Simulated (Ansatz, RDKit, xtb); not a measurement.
# Isomers of C4H8GeO, a sample narrowed down, part 2 of 2

A sample of isomers of C4H8GeO is drawn. Aim: find which of them has the lowest free energy at 298.15 K, then its properties. The sample is small against all isomers, and the most stable one of this formula need not be in it.

xtb, Ansatz and PySCF; isolated molecules.

### 10 c782a at MP2/def2-TZVPP

Contents of input.yaml:

```yaml
crystal:
  periodic: [false, false, false]
  atoms:
    - {symbol: C, position_ang: [-2.441373, -0.828171, -0.000734]}
    - {symbol: C, position_ang: [-1.100505, -0.354006, 0.402720]}
    - {symbol: C, position_ang: [-0.486121, 0.720722, -0.481341]}
    - {symbol: C, position_ang: [-1.018373, 1.099132, 0.844794]}
    - {symbol: Ge, position_ang: [0.017363, -1.720534, 1.240520]}
    - {symbol: O, position_ang: [-2.843090, -1.952622, 0.156670]}
    - {symbol: H, position_ang: [-3.092886, -0.048140, -0.483096]}
    - {symbol: H, position_ang: [-0.634483, -2.237265, 2.531077]}
    - {symbol: H, position_ang: [1.353619, -1.027396, 1.584305]}
    - {symbol: H, position_ang: [0.280529, -2.877156, 0.265581]}
    - {symbol: H, position_ang: [0.596470, 0.680715, -0.629936]}
    - {symbol: H, position_ang: [-1.050403, 1.016303, -1.371761]}
    - {symbol: H, position_ang: [-0.319797, 1.332290, 1.653064]}
    - {symbol: H, position_ang: [-1.957060, 1.661003, 0.887204]}
basis:
  gaussian: {orbitals: def2-TZVPP}
correlation: {method: mp2, frozen_orbitals: {H: 0, Ge: 9, C: 1, O: 1}}
```

Started as:

```
ansatz run input.yaml --threads 2 --pin off --max-ram 5220MiB --events-out events.jsonl --progress --plain --runs-dir runs
```

Standard output:

```text
Warning: RAYON_NUM_THREADS=2 ignored (pool sized by the plan → 2); use --threads N
Functional definition: HF
  name "HF"
  exchange = exact_x
  correlation = 0
1902 factors; integrals over basis functions are off by at most 1.0e-3 eV
mean field evaluation 1: about -62755.3658 eV, gradient 4.3e1 eV
mean field evaluation 2: about -62755.6633 eV, gradient 4.3e1 eV
mean field evaluation 4: about -62760.2312 eV, gradient 5.6e0 eV
mean field evaluation 8: about -62760.3399 eV, gradient 5.3e-1 eV
mean field evaluation 16: about -62760.3421 eV, gradient 4.5e-6 eV
mean field -62760.34212614 eV, -2306.4000326477 hartree, gradient 4.5e-6 eV, S^2 0.000000; 0 other end points of the search recorded, 0 dependent functions left out
14 core orbitals not correlated: weight in the atoms' cores, before any rotation towards them, 1.000 or more for the frozen orbitals, at most 0.000 for the correlated occupied ones
reference -62760.34212614 eV, -2306.4000326477 hartree; 22, 22 occupied and 279, 279 virtual orbitals, 1902 factors
second order -31.36112667 eV of doubles, -0.00000000 eV of singles
Total energy: -62791.70325280 eV, -2307.5525327955 hartree
```

Run time: 36 s. Hardware: 2 threads of Intel Xeon at 2.50GHz (Skylake/Cascade Lake), shared host; peak memory 1.1 GiB.

### 11 c931b at CCSD(T)/def2-SVP

Contents of input.yaml:

```yaml
crystal:
  periodic: [false, false, false]
  atoms:
    - {symbol: C, position_ang: [-0.007913, -1.920528, -1.745368]}
    - {symbol: C, position_ang: [-0.354782, -0.527801, -1.370955]}
    - {symbol: C, position_ang: [0.745184, 0.315943, -0.765884]}
    - {symbol: C, position_ang: [-0.341398, -0.191818, 0.111845]}
    - {symbol: Ge, position_ang: [-1.698531, 0.990381, 0.841791]}
    - {symbol: O, position_ang: [0.748421, -2.617601, -1.116708]}
    - {symbol: H, position_ang: [-0.500811, -2.303119, -2.675024]}
    - {symbol: H, position_ang: [-1.084034, -0.029987, -2.017277]}
    - {symbol: H, position_ang: [0.765065, 1.374091, -1.042976]}
    - {symbol: H, position_ang: [1.722923, -0.167826, -0.686421]}
    - {symbol: H, position_ang: [-0.060143, -1.050041, 0.733045]}
    - {symbol: H, position_ang: [-1.215797, 1.610189, 2.165572]}
    - {symbol: H, position_ang: [-1.947439, 2.110426, -0.188185]}
    - {symbol: H, position_ang: [-3.009251, 0.221506, 1.088227]}
basis:
  gaussian:
    orbitals: def2-SVP
correlation:
  method: ccsd_t
  frozen_orbitals: {H: 0, Ge: 9, C: 1, O: 1}
```

Started as:

```
ansatz run input.yaml --threads 2 --pin off --max-ram 5220MiB --events-out events.jsonl --progress --plain --runs-dir runs
```

Standard output (excerpt; [...] marks lines left out):

```text
Warning: RAYON_NUM_THREADS=2 ignored (pool sized by the plan → 2); use --threads N
[... 2 set-up lines as earlier in the session ...]
[...]
1439 factors; integrals over basis functions are off by at most 1.4e-3 eV
[...]
mean field -62746.06956513 eV, -2305.8755257052 hartree, gradient 1.2e-6 eV, S^2 0.000000; 0 other end points of the search recorded, 0 dependent functions left out
14 core orbitals not correlated: weight in the atoms' cores, before any rotation towards them, 1.000 or more for the frozen orbitals, at most 0.000 for the correlated occupied ones
reference -62746.06956513 eV, -2305.8755257052 hartree; 22, 22 occupied and 106, 106 virtual orbitals, 1439 factors
second order -26.07746451 eV of doubles, -0.00000000 eV of singles
cycle   1  -26.33399519 eV  change   -2.6e-1 eV  update   1.3e-1
[...]
cycle  10  -27.29879884 eV  change   -4.3e-6 eV  update   1.4e-5
perturbative correction -0.92579544 eV, -0.0340223548 hartree
Total energy: -62774.29415941 eV, -2306.9127604136 hartree
```

Wall time 91 s (2 threads of Intel Xeon at 2.50GHz (Skylake/Cascade Lake), shared host); peak memory 1.2 GiB.

### 12 Putting it together

Energies in kcal/mol from c782a; G adds the thermal terms to the CCSD(T)/def2-SVP + MP2/def2-TZVPP - MP2/def2-SVP energy. The columns left of the relaxed level are at the tight-binding geometries.

```
label                    SMILES     spin  GFN2-xTB  HF/STO-3G  r2SCAN-D4/def2-SVP  PBE0-D3(BJ)/def2-SVP  HF/def2-SVP  MP2/def2-SVP  CCSD(T)/def2-SVP + MP2/def2-TZVPP - MP2/def2-SVP    G  share at equilibrium     T1
c782a        O=C[C]1([GeH3])CC1  singlet       0.0        0.0                 0.0                   0.0          0.0           0.0                                               0.0  0.0                81.4 %  0.012
c931b   O=C[C@@H]1C[C@H]1[GeH3]  singlet       4.7       -1.3                 0.4                   1.4          1.1           2.0                                               1.6  0.9                18.2 %  0.012
c114a  O=C[C@@H]1C[C@@H]1[GeH3]  singlet       3.6        0.8                 2.7                   3.4          3.4           4.5                                               3.2  3.1                 0.4 %  0.012
```

Lowest found: c782a, `O=C[C]1([GeH3])CC1`, a singlet. Bond lengths: C1–C2 1.478 Å, C2–C3 1.521 Å, C2–C4 1.521 Å, C3–C4 1.478 Å, C2–Ge5 1.954 Å, C1–O6 1.204 Å, C1–H7 1.125 Å, Ge5–H8 1.535 Å, Ge5–H9 1.544 Å, Ge5–H10 1.535 Å, C3–H11 1.093 Å, C3–H12 1.095 Å, C4–H13 1.093 Å, C4–H14 1.095 Å. Some angles: C1–C2–C3 115.7°, C1–C2–C4 115.8°, C1–C2–Ge5 114.3°, C3–C2–C4 58.1°, C3–C2–Ge5 120.8°, C4–C2–Ge5 120.8°, C2–C1–O6 124.5°, C2–C3–C4 60.9°, C2–C4–C3 60.9°, C2–C1–H7 114.8°.

```xyz
14

C    -2.4414   -0.8282   -0.0007
C    -1.1005   -0.3540    0.4027
C    -0.4861    0.7207   -0.4813
C    -1.0184    1.0991    0.8448
Ge    0.0174   -1.7205    1.2405
O    -2.8431   -1.9526    0.1567
H    -3.0929   -0.0481   -0.4831
H    -0.6345   -2.2373    2.5311
H     1.3536   -1.0274    1.5843
H     0.2805   -2.8772    0.2656
H     0.5965    0.6807   -0.6299
H    -1.0504    1.0163   -1.3718
H    -0.3198    1.3323    1.6531
H    -1.9571    1.6610    0.8872
```

### 13 Outcome

The summary covers parts 1 to 2.

```
                                 quantity                                                                  value
                   lowest structure found                                            O=C[C]1([GeH3])CC1, singlet
                            next finalist             O=C[C@@H]1C[C@H]1[GeH3], singlet, 0.9 kcal/mol higher in G
share at equilibrium, among the finalists                                                                 81.4 %
                                   funnel  6 starts, 5 minima at GFN2-xTB, 7 screening runs, 3 relaxed, 3 ranked
                     CPU time of all runs                                                                 23 min
```

**Reading.** The lowest structure found is `O=C[C]1([GeH3])CC1`. Its margin of 0.9 kcal/mol is inside the likely error of CCSD(T)/def2-SVP + MP2/def2-TZVPP - MP2/def2-SVP with harmonic terms (about 1.5 kcal/mol), so the order of the first two is not settled. GFN2-xTB, r2SCAN-D4/def2-SVP, PBE0-D3(BJ)/def2-SVP, HF/def2-SVP and MP2/def2-SVP already put its bonding pattern lowest among the structures in one piece; HF/STO-3G favours the singlet O=C[C@@H]1C[C@H]1[GeH3] (c931a, not a finalist). The largest share of the time went into the final energies (50 %). Lowest found is not proven lowest: the search is finite, and each finalist counts with one conformer. Only 3 drawn patterns were tried, so whole families of isomers are missing, and the result ranks this sample alone.
